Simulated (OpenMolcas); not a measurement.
# Ti²⁺ among point charges: CASSCF and CASPT2 levels and susceptibility, part 1 of 2

How does a field of 6 point charges split the states of Ti²⁺, and what χT follows?

Method: state-averaged CASSCF and CASPT2, spin-orbit coupling by RASSI with atomic mean-field integrals. Code: OpenMolcas 26.06.

### Step 1. What is computed

```
Species                           : Ti²⁺ (titanium, Z = 22, 20 electrons)
Basis                             : ANO-RCC-VDZP [5s4p2d1f], 34 functions
Scalar Hamiltonian                : DKH2, point nucleus
Inactive shells                   : 1s 2s 2p 3s 3p
Active space                      : 2 electrons in 5 orbitals (3d)
Some configurations of this space : 3d²
Orbitals                          : optimised for each spin and parity, averaged over all roots
```

The outer shells:

3d2
```
3d [↑ ][↑ ][  ][  ][  ]
```

The ion sits among 6 point charges of -1 e arranged as a trigonal prism (D3h), 1.97 Å from the ion, with a polar angle of 52.5° against the regular 49.1°.

Each step is its own input file, run in one work folder so that later steps find the files of earlier ones. Labels, J, g values, rates, χT and fits are worked out afterwards by a script from the matrices that RASSI stores.

### Step 2. GATEWAY and SEWARD: basis and integrals

The input, a.inp:

```
&GATEWAY
Coord
1

Ti 0.0 0.0 0.0
Basis=ANO-RCC-VDZP
Group=NoSym
NoMove
AngMom=0.0 0.0 0.0
AMFI
XField
6 Angstrom 0
1.563680 0.000000 1.198250 -1.000000
-0.781840 1.354187 1.198250 -1.000000
-0.781840 -1.354187 1.198250 -1.000000
1.563680 0.000000 -1.198250 -1.000000
-0.781840 1.354187 -1.198250 -1.000000
-0.781840 -1.354187 -1.198250 -1.000000
&SEWARD
```

Run with:

```
$ OMP_NUM_THREADS=1 MOLCAS_MEM=1689 MOLCAS_PROJECT=a pymolcas a.inp > a.log
```

Output:

```text
Basis set label: TI.ANO-RCC...5S4P2D1F.

      Electronic valence basis set:
      ------------------
      Associated Effective Charge  22.000000 au
      Associated Actual Charge     22.000000 au
      Nuclear Model: Point charge

      Shell  nPrim  nBasis  Cartesian Spherical Contaminant
         s      21       5        X
         p      15       4        X
         d      10       2                 X
         f       6       1                 X
                  Relativistic Douglas-Kroll-Hess integrals:
                    - DKH order of Hamiltonian: 2
                    - DKH order of Properties : 0
                  Atomic mean-field integrals
```

### Step 3. Reference wave functions, triplets, 10 roots

The input, a.inp:

```
&RASSCF
FileOrb=start.orb
Symmetry=1
Spin=3
nActEl=2 0 0
Inactive=9
Ras2=5
CIRoot=10 10 1
SDav=10
CIMx=300
Iter=120 100
PrWF=0.3
OrbListing=Nothing
MaxOrb=0
>>> COPY $Project.JobIph JOB001
```

start.orb holds the contracted functions of the basis, ordered by shell, or the orbitals of the step before.

Output, shortened:

```text
[...]
      Number of active orbitals                  5
[...]
      Spin quantum number                      1.0
[...]
      Active orbitals                            5
[...]
      Number of CSFs                            10
      Number of root(s) required                10
[...]
      Convergence after 13 iterations
[...]
      Natural orbitals and occupation numbers for root  1
      sym 1:   0.000000  -0.000000   1.000000   0.000000   1.000000
      Natural orbitals and occupation numbers for root  2
      sym 1:   1.000000   0.000000   1.000000   0.000000  -0.000000
      Natural orbitals and occupation numbers for root  3
      sym 1:   0.499995   0.500005  -0.000000   0.499995   0.500005
::    RASSCF root number  1 Total energy:   -855.30756532
::    RASSCF root number  2 Total energy:   -855.30756532
::    RASSCF root number  3 Total energy:   -855.28785942
[...]
::    RASSCF root number  7 Total energy:   -855.28328315
::    RASSCF root number  8 Total energy:   -855.23587468
::    RASSCF root number  9 Total energy:   -855.22917388
::    RASSCF root number 10 Total energy:   -855.22917387
```

### Step 4. Reference wave functions, singlets, 15 roots

The input, a.inp:

```
&RASSCF
FileOrb=start.orb
Symmetry=1
Spin=1
nActEl=2 0 0
Inactive=9
Ras2=5
CIRoot=15 15 1
SDav=15
CIMx=300
Iter=120 100
PrWF=0.3
OrbListing=Nothing
MaxOrb=0
>>> COPY $Project.JobIph JOB002
```

Run with:

```
$ OMP_NUM_THREADS=1 MOLCAS_MEM=1689 MOLCAS_PROJECT=a pymolcas a.inp > a.log
```

Output, shortened:

```text
[...]
      Number of active orbitals                  5
[...]
      Spin quantum number                      0.0
[...]
      Active orbitals                            5
[...]
      Number of CSFs                            15
      Number of root(s) required                15
[...]
      Convergence after 14 iterations
[...]
      Natural orbitals and occupation numbers for root  1
      sym 1:   0.919019   0.028003   0.512487   0.028004   0.512487
      Natural orbitals and occupation numbers for root  2
      sym 1:   1.022287   0.049806   0.872141   0.049806   0.005960
      Natural orbitals and occupation numbers for root  3
      sym 1:   1.045524   0.049806   0.010766   0.049806   0.844097
::    RASSCF root number  1 Total energy:   -855.26033608
::    RASSCF root number  2 Total energy:   -855.25210464
::    RASSCF root number  3 Total energy:   -855.25210464
[...]
::    RASSCF root number 12 Total energy:   -855.21290938
::    RASSCF root number 13 Total energy:   -855.19655182
::    RASSCF root number 14 Total energy:   -855.19655182
::    RASSCF root number 15 Total energy:   -855.10547340
```

### Step 5. State interaction with spin-orbit coupling

The input, a.inp:

```
&RASSI
NrOfJobIphs=2 10 15
1 2 3 4 5 6 7 8 9 10
1 2 3 4 5 6 7 8 9 10 11 12 13 14 15
IphNames
JOB001
JOB002
EJob
SpinOrbit
DIPRint=1.0
SOCoupling=1000.0
Subsets=2
Property=9
'ANGMOM' 1 'ANGMOM' 2 'ANGMOM' 3 'MLTPL  1' 1 'MLTPL  1' 2 'MLTPL  1' 3
'AMFI' 1 'AMFI' 2 'AMFI' 3
SOProperty=3
'ANGMOM' 1 'ANGMOM' 2 'ANGMOM' 3
```

Output:

```text
SPIN-FREE ENERGIES:
  (Shifted by EMIN (a.u.) =       -855.3075653157)

 SF State       Relative EMIN(au)   Rel lowest level(eV)    D:o, cm**(-1)      L_eff

     1             0.0000000000        0.0000000000              0.0000         2.9
     2             0.0000000006        0.0000000170              0.0001         2.9
     3             0.0197058944        0.5362247047           4324.9439         2.9
     4             0.0200105231        0.5445140721           4391.8022         2.9
     5             0.0201377368        0.5479757341           4419.7224         3.0
     6             0.0201377451        0.5479759587           4419.7242         3.0
     7             0.0242821645        0.6607513571           5329.3191         2.7
    11             0.0472292382        1.2851730441          10365.6197         2.1
    12             0.0554606790        1.5091619589          12172.2121         2.5
    13             0.0554606790        1.5091619589          12172.2121         2.5
    14             0.0665925452        1.8120754697          14615.3743         1.9
    15             0.0665925598        1.8120758659          14615.3775         1.9
    16             0.0691426192        1.8814665160          15175.0509         3.8
    17             0.0691426196        1.8814665290          15175.0510         3.8
     8             0.0716906347        1.9508015512          15734.2756         1.5
     9             0.0783914339        2.1331395865          17204.9311         1.0
    10             0.0783914471        2.1331399457          17204.9340         1.0
    18             0.0915450856        2.4910686834          20091.8239         3.7
    19             0.0920196385        2.5039819267          20195.9762         3.9
    20             0.0935975165        2.5469181721          20542.2804         3.9
    21             0.0946559257        2.5757189539          20774.5744         3.9
    22             0.0946559373        2.5757192705          20774.5769         3.9
    23             0.1110134945        3.0208310765          24364.6458         3.6
    24             0.1110134945        3.0208310765          24364.6458         3.6
    25             0.2020919111        5.4992010505          44354.0477         0.6
     Dipole printing threshold changed to   1.00000000E+00

++ Dipole transition strengths (spin-free states):
   -----------------------------------------------
     for osc. strength at least  1.00000000E+00

  ( Max oscillator strength is only    1.8320261538536884E-004 )
--
Eigenvalues of complex Hamiltonian:
   -----------------------------------
  (Shifted by EMIN (a.u.) =       -855.3075653157)

 SO State       Relative EMIN(au)   Rel lowest level(eV)    D:o, cm**(-1)     J-value

     1            -0.0005252936        0.0000000004              0.0000         2.5
     2            -0.0005252936        0.0000000000              0.0000         2.5
     3            -0.0000355672        0.0133261343            107.4825         2.6
     4            -0.0000355666        0.0133261513            107.4827         2.6
     5             0.0004863916        0.0275293566            222.0392         2.5
     6             0.0004865398        0.0275333899            222.0718         2.5
     7             0.0190487194        0.5326360295           4295.9993         1.6
     8             0.0190487195        0.5326360305           4295.9993         1.6
     9             0.0197069447        0.5505472502           4440.4630         2.6
    10             0.0197174557        0.5508332713           4442.7700         1.8
    11             0.0198974613        0.5557314711           4482.2766         3.0
    12             0.0200218801        0.5591170792           4509.5834         1.8
    13             0.0200597249        0.5601468901           4517.8894         3.0
    14             0.0200597329        0.5601471082           4517.8911         3.0
    15             0.0203948838        0.5692670266           4591.4482         3.0
    16             0.0203948838        0.5692670284           4591.4482         3.0
    17             0.0206629310        0.5765609649           4650.2778         1.6
    18             0.0206629310        0.5765609640           4650.2778         1.6
    19             0.0243685864        0.6773969835           5463.5751         3.0
    20             0.0243685866        0.6773969894           5463.5752         3.0
    21             0.0244301035        0.6790709506           5477.0766         3.3
    22             0.0472521350        1.3000900644          10485.9335         2.1
    23             0.0554533831        1.5232573932          12285.8994         1.8
    24             0.0554533831        1.5232573931          12285.8994         1.8
    25             0.0665031762        1.8239375805          14711.0487         1.8
    26             0.0665031905        1.8239379707          14711.0518         1.8
    27             0.0691478529        1.8959029020          15291.4882         1.5
    28             0.0691478534        1.8959029153          15291.4883         1.5
    29             0.0716743711        1.9646529620          15845.9948         1.9
    30             0.0717552021        1.9668524865          15863.7351         1.7
    31             0.0717552023        1.9668524929          15863.7352         1.7
    32             0.0781308111        2.1403416456          17263.0196         1.0
    33             0.0781463652        2.1407648944          17266.4333         1.1
    34             0.0784276479        2.1484189880          17328.1677         1.3
    35             0.0784276611        2.1484193467          17328.1706         1.3
    36             0.0786690381        2.1549875478          17381.1468         1.0
    37             0.0786690381        2.1549875475          17381.1467         1.0
    38             0.0915522751        2.5055582870          20208.6905         3.7
    39             0.0920226511        2.5183578707          20311.9261         2.8
    40             0.0936004730        2.5612925898          20658.2179         2.8
    41             0.0946604882        2.5901370732          20890.8644         3.8
Weights of the five most important spin-orbit-free states for each spin-orbit state.

 SO State  Total energy (au)           Spin-free states, spin, and weights
 -------------------------------------------------------------------------------------------------------
    1        -0.000525       1 1.0  0.4995    2 1.0  0.4995    6 1.0  0.0009   14 0.0  0.0001   22 0.0  0.0000
    2        -0.000525       1 1.0  0.4995    2 1.0  0.4995    5 1.0  0.0009   15 0.0  0.0001   21 0.0  0.0000
    3        -0.000036       1 1.0  0.9983    6 1.0  0.0005    5 1.0  0.0005    3 1.0  0.0003    4 1.0  0.0003
    4        -0.000036       2 1.0  0.9983    5 1.0  0.0005    6 1.0  0.0005    3 1.0  0.0003    4 1.0  0.0003
    5         0.000486       2 1.0  0.4997    1 1.0  0.4997    3 1.0  0.0006   20 0.0  0.0000    5 1.0  0.0000
    6         0.000487       2 1.0  0.4997    1 1.0  0.4997    4 1.0  0.0006   19 0.0  0.0000    6 1.0  0.0000
    7         0.019049       3 1.0  0.5939    4 1.0  0.4051    2 1.0  0.0006   12 0.0  0.0002    6 1.0  0.0001
    8         0.019049       3 1.0  0.5939    4 1.0  0.4051    1 1.0  0.0006   13 0.0  0.0002    5 1.0  0.0001
    9         0.019707       5 1.0  0.4817    6 1.0  0.4817    7 1.0  0.0357   11 0.0  0.0008    8 1.0  0.0001
   10         0.019717       3 1.0  0.9994    1 1.0  0.0003    2 1.0  0.0003   20 0.0  0.0000    5 1.0  0.0000
   11         0.019897       5 1.0  0.5000    6 1.0  0.5000    9 1.0  0.0000   10 1.0  0.0000    4 1.0  0.0000
   12         0.020022       4 1.0  0.9994    2 1.0  0.0003    1 1.0  0.0003   19 0.0  0.0000    6 1.0  0.0000
```

These steps took 5.4 s in all on 1 thread, shared host.

States without spin-orbit coupling:

```
state  degeneracy  E (cm-1)  free-ion L (%)
   3E           2         0         F (100)
  3A1           1      4325         F (100)
  3A2           1      4392         F (100)
   3E           2      4420         F (100)
  3A2           1      5329          F (80)
  1A1           1     10366          D (93)
   1E           2     12172          D (78)
   1E           2     14615         D (100)
   1E           2     15175          G (99)
  3A2           1     15734          P (80)
   3E           2     17205         P (100)
  1A1           1     20092          G (89)
  1A1           1     20196         G (100)
  1A2           1     20542         G (100)
   1E           2     20775         G (100)
   1E           2     24365          G (79)
  1A1           1     44354          S (94)
```

With spin-orbit coupling:

```tsv
E (cm-1)	Degeneracy	Label	2S+1	g
0.0	2	E	3	0.00 0.00 0.16
107.5	2	E	3	0.00 0.00 3.85
222.1	2		3	0.00 0.00 7.85
4296	2	E	3	0.00 0.00 1.74
4440	1	A1	3	
4443	1	A2	3	
4482	1	A2	3	
4510	1	A1	3	
4518	2	E	3	0.00 0.00 1.95
4591	2	E	3	0.00 0.00 5.91
4650	2	E	3	0.00 0.00 9.75
5464	2	E	3	0.00 0.00 3.96
5477	1	A1	3	
10486	1	A1	1	
12286	2	E	1	0.00 0.00 3.62
14711	2	E	1	0.00 0.00 1.87
15291	2		1	0.00 0.00 7.41
15846	1	A1	3	
15864	2	E	3	0.00 0.00 3.97
17263	1	A2	3	
17266	1	A1	3	
17328	2	E	3	0.00 0.00 1.94
17381	2	E	3	0.00 0.00 5.94
20209	1	A1	1
```

Labels of spin-orbit levels are those of the rotation subgroup (D3 for D3h). Principal g values are given for doublets only; a zero marks a field direction without first-order Zeeman splitting.

Powder χT (cm³ K/mol): 0.01 at 2 K, 0.03 at 5 K, 0.06 at 10 K, 0.12 at 20 K, 0.31 at 50 K, 0.61 at 100 K, 0.82 at 150 K, 0.97 at 200 K, 1.07 at 250 K, 1.15 at 300 K.

Orbitals of the lowest block (energies include the constant potential of the surroundings):

```
shell     space  energy (hartree)  mean occupation  ⟨r²⟩ (bohr²)
   1s  inactive         -183.4113            2.000       0.00647
   2s  inactive          -20.6583            2.000         0.123
   2p  inactive          -16.8292            6.000         0.102
   3s  inactive           -1.9017            2.000          1.17
   3p  inactive           -0.7978            6.000          1.38
   3d      RAS2                              2.000          2.96
```

(Continued in part 2 of 2.)
